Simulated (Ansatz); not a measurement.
Task: a displacement scan with seeded SCF runs of MgCd3, space group Pm-3m, with Ansatz 0.2.0 through its Python package. Give the script and its output. Level of theory (first run): PBEsol, PAW, the default cutoff (420 eV here), 4×4×4 k-points, Fermi-Dirac smearing of 0.15 eV.

```
CELL_PARAMETERS angstrom
4.39498 0.00000 0.00000
0.00000 4.39498 0.00000
0.00000 0.00000 4.39498
ATOMIC_POSITIONS crystal
Mg 0.00000 0.00000 0.00000
Cd 0.50000 0.50000 0.00000
Cd 0.50000 0.00000 0.50000
Cd 0.00000 0.50000 0.50000
```

The script, `mgcd3.py`:
```python
import warnings

import ansatz as az
import numpy as np


def main() -> None:
    warnings.simplefilter("ignore", az.DeckWarning)

    cell = (
        az.Lattice.of([4.39498222, 0.0, 0.0], [0.0, 4.39498222, 0.0], [0.0, 0.0, 4.39498222])
        .atom("Mg", [0.0, 0.0, 0.0])
        .atom("Cd", [0.5, 0.5, 0.0])
        .atom("Cd", [0.5, 0.0, 0.5])
        .atom("Cd", [0.0, 0.5, 0.5])
    )

    start = np.array(cell.resolved().sites[1].position)
    previous, rows = None, []
    for step in range(5):
        target = start + step * 0.015 * np.eye(3)[1]
        setup = (
            cell.move(1, to=target).calculation()
            .functional(az.Functional.PBESOL)
            .occupations("Fermi-Dirac", width=0.15)
            .kpoints(4)
            .forces()
        )
        session = setup.session()
        if previous is not None:
            session.seed_next_step(previous)
        previous = session.plan(retain="wavefunctions").execute()
        r = previous.report
        rows.append((step, r["lagrangian_ev"], float(np.linalg.norm(r["forces_ev_ang"][1])), r["n_iterations"], r["n_symmetry_ops"]))
    rows = [(row[0], 1000 * (row[1] - rows[0][1]), *row[2:]) for row in rows]
    print("          step          dE meV  force on it eV/A      iterations      operations")
    for row in rows:
        print(f"{str(row[0]):>14s}  {row[1]:14.3f}  {row[2]:16.4f}  {row[3]:14d}  {row[4]:14d}")


if __name__ == "__main__":
    main()
```

Running `python mgcd3.py` prints:
```text
          step          dE meV  force on it eV/A      iterations      operations
             0           0.000            0.0000               7              48
             1           5.508            0.1673               6               4
             2          22.117            0.3372               6               4
             3          50.084            0.5122               6               4
             4          89.812            0.6944               6               4
```

Caveats:
- The mesh is modest for a metal, so energies can be off by several to tens of meV an atom and pressures by half a GPa or more; differences at equal mesh fare better.
- The smearing is wide enough that free energy and stress hold a thermal part of the electrons.
- The structure comes from a database of computed cells and needn't be a stable or known phase.
- The first step keeps the crystal's symmetry; the moved atom lowers it.
- Run time: 23 s on 1 thread of Intel(R) Xeon(R) 6975P-C (Granite Rapids), on a shared host, peak memory 0.44 GiB.

(Lines on the test bed's own set-up are left out of the output.)
